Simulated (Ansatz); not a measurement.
# GaB3As4: the cost of one run

Code: Ansatz 0.2.0. PAW datasets, plane waves, zero pressure. The calculation is spin-unpolarised, and the structure need not be a phase that has been made.

**1. The system as given**

This is the cell as the run starts from it, not yet at rest; its lengths are not the crystal's.

It is tetragonal, I-42m (No. 121); conventional cell a = 4.866 Å, c = 9.733 Å, 14.41 Å³ an atom. Near B stand 4 As at 2.11 Å; near As stand 3 B at 2.11 Å and 1 Ga at 2.11 Å; near Ga stand 4 As at 2.11 Å.

Structure file:

```cif
data_structure
_symmetry_space_group_name_H-M 'I-42m'
_symmetry_Int_Tables_number 121
_cell_length_a 4.8664
_cell_length_b 4.8664
_cell_length_c 9.7329
_cell_angle_alpha 90.000
_cell_angle_beta 90.000
_cell_angle_gamma 90.000
_cell_volume 230.49
loop_
_atom_site_label
_atom_site_type_symbol
_atom_site_symmetry_multiplicity
_atom_site_Wyckoff_symbol
_atom_site_fract_x
_atom_site_fract_y
_atom_site_fract_z
_atom_site_occupancy
B1 B 4 d 0.00000 0.50000 0.25000 1
As1 As 8 i 0.25000 0.75000 0.37500 1
B2 B 2 b 0.50000 0.50000 0.00000 1
Ga1 Ga 2 a 0.00000 0.00000 0.00000 1
```

**2. Relaxing with PBE**

input.yaml reads:

```yaml
crystal:
  lattice:
    - [-2.433213842, 2.433213842, 4.866427684]
    - [2.433213842, -2.433213842, 4.866427684]
    - [2.433213842, 2.433213842, -4.866427684]
  atoms:
    - { symbol: B, position: [0.75, 0.25, 0.5] }
    - { symbol: As, position: [0.125, 0.625, 0.0] }
    - { symbol: B, position: [0.5, 0.5, 0.0] }
    - { symbol: As, position: [0.875, 0.875, 0.5] }
    - { symbol: B, position: [0.25, 0.75, 0.5] }
    - { symbol: As, position: [0.625, 0.125, 0.0] }
    - { symbol: Ga, position: [0.0, 0.0, 0.0] }
    - { symbol: As, position: [0.375, 0.375, 0.5] }
kpoints:
  mp_grid: { grid: [6, 6, 6] }
hamiltonian:
  xc: pbe
scf:
  occupations: { method: fermi_dirac, width: 0.02 }
relax:
  f_tol: 0.005
  cell: {}
output:
  write_density: true
  write_potential: true
  elf: true
  volumetric_format: npy
```

The run is started by

```
$ ansatz run input.yaml --threads 4 --pin off --max-ram 6451MiB --backend cpu --events-out ev --progress --plain --runs-dir out
```

What time and memory should one allow on 4 threads of Intel Xeon at 2.50GHz (Skylake/Cascade Lake), shared host?

About 72 s, with a peak of 0.61 GiB.
